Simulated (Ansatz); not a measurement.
# C₃H₈Al radical: up Jacob's ladder to CCSD(T)

How much do the methods differ for C₃H₈Al radical? The plan is to run it at one geometry with functionals of several rungs and with coupled cluster. The yardstick is the atomisation energy at the CCSD(T) limit.

Method: functionals in def2-TZVPP, the program's frozen cores in correlated methods; program: Ansatz 0.2.0, Gaussian basis.

The runs, in order: LDA (SPW92), PBE-D4, revPBE-D4, BLYP-D4, r2SCAN-D4, B97M-V, PBE0-D4, B3LYP-D4, r2SCANh-D4, r2SCAN0-D4, HSE06-D4, BHLYP-D4, CAM-B3LYP-D4, LC-ωPBE, ωB97X-V, ωB97M-V, B2PLYP, PBE-QIDH; CCSD(T)/def2-SVP; CCSD(T)/def2-TZVPP; MP2/def2-QZVPP; extrapolation to the limit; RPA on PBE.

**1. The relaxed structure**

The geometry comes from an earlier relaxation with PBE0-D4 in a triple-zeta def2 set; it is a stationary point, not always the lowest conformer.

12 atoms, charge 0, spin multiplicity 2.

Atoms are counted from 1 here; the program's logs count them from 0.

Bond lengths: C1–Al2 1.933 Å, C1–H5 1.090 Å, C1–H6 1.090 Å, Al2–C3 1.956 Å, Al2–C4 1.956 Å, C3–H7 1.096 Å, C3–H8 1.095 Å, C3–H9 1.093 Å, C4–H10 1.096 Å, C4–H11 1.095 Å, C4–H12 1.093 Å. Angles: Al2–C1–H5 124.4°, Al2–C1–H6 124.3°, H5–C1–H6 111.3°, C1–Al2–C3 119.7°, C1–Al2–C4 119.7°, C3–Al2–C4 120.6°, Al2–C3–H7 111.0°, Al2–C3–H8 111.1°, Al2–C3–H9 113.1°, H7–C3–H8 106.1°, H7–C3–H9 107.6°, H8–C3–H9 107.7°, Al2–C4–H10 110.9°, Al2–C4–H11 111.2°, Al2–C4–H12 113.1°, H10–C4–H11 106.1°, H10–C4–H12 107.5°, H11–C4–H12 107.7°.

**2. LDA**

This LDA is Slater exchange with PW92 correlation.

File in.yaml:

```yaml
crystal:
  periodic: [false, false, false]
  atoms:
    - {symbol: C, position_ang: [-1.188045, 1.710998, -0.212770]}
    - {symbol: Al, position_ang: [-0.086588, 0.135169, -0.014122]}
    - {symbol: C, position_ang: [0.202645, -0.627961, 1.763437]}
    - {symbol: C, position_ang: [0.723888, -0.687067, -1.592984]}
    - {symbol: H, position_ang: [-1.400429, 2.196835, -1.165006]}
    - {symbol: H, position_ang: [-1.677045, 2.227258, 0.613226]}
    - {symbol: H, position_ang: [-0.170636, -1.656860, 1.814031]}
    - {symbol: H, position_ang: [1.270598, -0.680650, 2.001640]}
    - {symbol: H, position_ang: [-0.286801, -0.060127, 2.558616]}
    - {symbol: H, position_ang: [0.355214, -1.709232, -1.734363]}
    - {symbol: H, position_ang: [1.810658, -0.768971, -1.483196]}
    - {symbol: H, position_ang: [0.523640, -0.134792, -2.514507]}
basis:
  gaussian: {orbitals: def2-TZVPP}
magnetization: {spin_polarized: true, initial_magnetization: 1}
hamiltonian: {xc: lda}
output: {orbitals: {seedname: orbitals}}
```

On the command line:

```
ansatz run in.yaml --threads 4 --pin off --events-out ev --progress --plain --max-ram 10444MiB
```

Further steps of the session: PBE-D4 (GGA); revPBE-D4 (GGA); BLYP-D4 (GGA); r2SCAN-D4 (meta-GGA); B97M-V (meta-GGA); B3LYP-D4 (hybrid); r2SCANh-D4 (hybrid); r2SCAN0-D4 (hybrid); HSE06-D4 (hybrid); BHLYP-D4 (hybrid); CAM-B3LYP-D4 (range-separated); LC-ωPBE (range-separated); ωB97X-V (range-separated); ωB97M-V (range-separated); B2PLYP (double hybrid); PBE-QIDH (double hybrid); CCSD(T) in def2-SVP; CCSD(T) in def2-TZVPP; MP2 in def2-QZVPP; RPA on PBE orbitals.

Q: Predict the results of all the runs planned. Wanted: atomisation energy, CCSD(T)/CBS; farthest beyond LDA; mean size of error, GGA; mean size of error, meta-GGA; mean size of error, hybrid; mean size of error, range-separated; mean size of error, double hybrid; gap, smallest and largest; T1 diagnostic.

The runs gave:

| quantity | value |
| --- | --- |
| atomisation energy, CCSD(T)/CBS | 4285.3 kJ/mol |
| functionals within 21.4 kJ/mol (0.5 %) | PBE0-D4, B3LYP-D4, r2SCANh-D4, r2SCAN0-D4, HSE06-D4, LC-ωPBE, ωB97X-V, ωB97M-V, PBE-QIDH |
| farthest beyond LDA | BHLYP-D4 (-64.1 kJ/mol) |
| mean size of error, GGA | 36.3 kJ/mol |
| mean size of error, meta-GGA | 29.7 kJ/mol |
| mean size of error, hybrid | 20.7 kJ/mol |
| mean size of error, range-separated | 11.7 kJ/mol |
| mean size of error, double hybrid | 23.7 kJ/mol |
| gap, smallest and largest | 1.44 eV (LDA (SPW92)), 9.76 eV (LC-ωPBE) |
| T1 diagnostic | 0.0097 |
| triples share of the correlation energy | 3.5 % |

In words: The LDA atomisation energy is off by 495.3 kJ/mol (12 %): it overbinds. PBE-D4 misses by +45.6 kJ/mol. Double hybrids carry the basis error of their MP2 part in triple zeta, and no dispersion term here, so their miss is partly the set-up's. The rungs range-separated, hybrid miss on average by less than the doubt on the reference (21.4 kJ/mol), so they tie. The reference freezes the cores and leaves out relativity and excitations past (T), so misses under about 21.4 kJ/mol can't be ranked. Hartree-Fock recovers 77 % of the binding; the rest is correlation. CCSD(T) in def2-SVP is off by -191.6 kJ/mol, worse than the median functional, from the basis alone. The gap grows from 1.4 to 9.8 eV across the functionals, mostly with the share of exact exchange.
